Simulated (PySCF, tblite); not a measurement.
# C₈H₁₄P+: geometry, infrared bands and NMR shifts

What infrared bands and NMR shifts should C₈H₁₄P+ (`CC#C[P@@H+]1[C@@H](C)[C@@H]1CC`) show?

The runs use tblite 0.8.0 and PySCF 2.14.0, with density-fitted response routines of our own; the level of theory stands in each step. All values are computed, except where a source is named. Atoms count from 0, in the outputs and in this text.

## 1. The starting structure

23 atoms, charge 1, multiplicity 1; geometry from: force field or distance geometry start.

Bonds of the start (Å): C0–C1 1.50, C1–C2 1.19, C2–P3 1.77, P3–C4 1.82, C4–C5 1.50, C4–C6 1.47, C6–C7 1.51, C7–C8 1.51, C6–P3 1.78, C0–H9 1.12, C0–H10 1.10, C0–H11 1.09, P3–H12 1.40, C4–H13 1.10, C5–H14 1.10, C5–H15 1.09, C5–H16 1.13, C6–H17 1.12, C7–H18 1.11, C7–H19 1.13, C8–H20 1.13, C8–H21 1.10, C8–H22 1.09.

## 2. Geometry optimisation with GFN2-xTB

The job: settings as JSON, then the geometry in Å.

```
{"job": {"kind": "relax", "xc": "GFN2-xTB", "basis": "xTB"}, "charge": 1, "multiplicity": 1}
C      3.749100     0.253400     1.510400
C      2.515900    -0.159200     0.769400
C      1.549300    -0.511400     0.170000
P      0.125500    -1.006600    -0.759400
C     -0.748200     0.388100    -1.534500
C     -1.016200     0.098400    -2.981500
C     -1.452600    -0.264900    -0.416200
C     -1.689000     0.589300     0.806400
C     -1.462300    -0.131500     2.112600
H      4.601000     0.244800     0.789300
H      3.625400     1.305800     1.819200
H      4.008800    -0.450300     2.305000
H      0.159900    -2.232800    -1.436700
H     -0.389000     1.408500    -1.332600
H     -1.736100    -0.703400    -3.176800
H     -1.212300     1.034900    -3.494900
H     -0.030900    -0.269700    -3.396700
H     -2.336500    -0.903100    -0.676100
H     -1.174000     1.565200     0.739900
H     -2.793900     0.822000     0.788500
H     -2.304700     0.173500     2.794600
H     -0.541500     0.270500     2.563300
H     -1.452300    -1.221600     2.047000
```

The run is started by

```bash
$ OMP_NUM_THREADS=1 python probes_run.py task.json out
```

This one command runs all jobs of the session in turn.

**Question.** This job is followed by: GFN2-xTB harmonic vibrations, gas phase; GIAO PBE0/pcSseg-1 NMR shielding, non-relativistic, gas phase. Predict these results of the whole session: strongest single infrared mode (GFN2-xTB); zero-point energy (GFN2-xTB); 13C shifts against TMS (PBE0/pcSseg-1); 1H shifts against TMS (PBE0/pcSseg-1, means over atoms taken as alike); 31P shifts against H3PO4 (PBE0/pcSseg-1).

As calculated:

| quantity | value |
| --- | --- |
| strongest single infrared mode (GFN2-xTB) | 2279 cm⁻¹, 482 km/mol |
| zero-point energy (GFN2-xTB) | 120.1 kcal/mol |
| 13C shifts against TMS (PBE0/pcSseg-1) | 133.9, 49.7, 45.1, 37.1, 27.1, 17.2, 17.1, 6.4 ppm |
| 1H shifts against TMS (PBE0/pcSseg-1, means over atoms taken as alike) | 4.78, 2.82, 2.78, 2.70, 2.46, 1.77, 1.50, 1.41 ppm |
| 31P shifts against H3PO4 (PBE0/pcSseg-1) | -166.2 ppm |

Relaxing lowered the energy by 0.933 eV in 121 steps; the close pair that moved most is C0–C1, from 1.497 to 1.426 Å. No mode is imaginary among the 63: a minimum at this level. The strongest single mode, at 2279 cm⁻¹, moves mainly C1 and C2. GFN2-xTB is a fitted tight-binding method: band positions and strengths are rough. Its intensities can rank the bands wrongly. At PBE0/pcSseg-1: The widest tensor belongs to P3: span 379 ppm, with a paramagnetic part of -487 ppm.
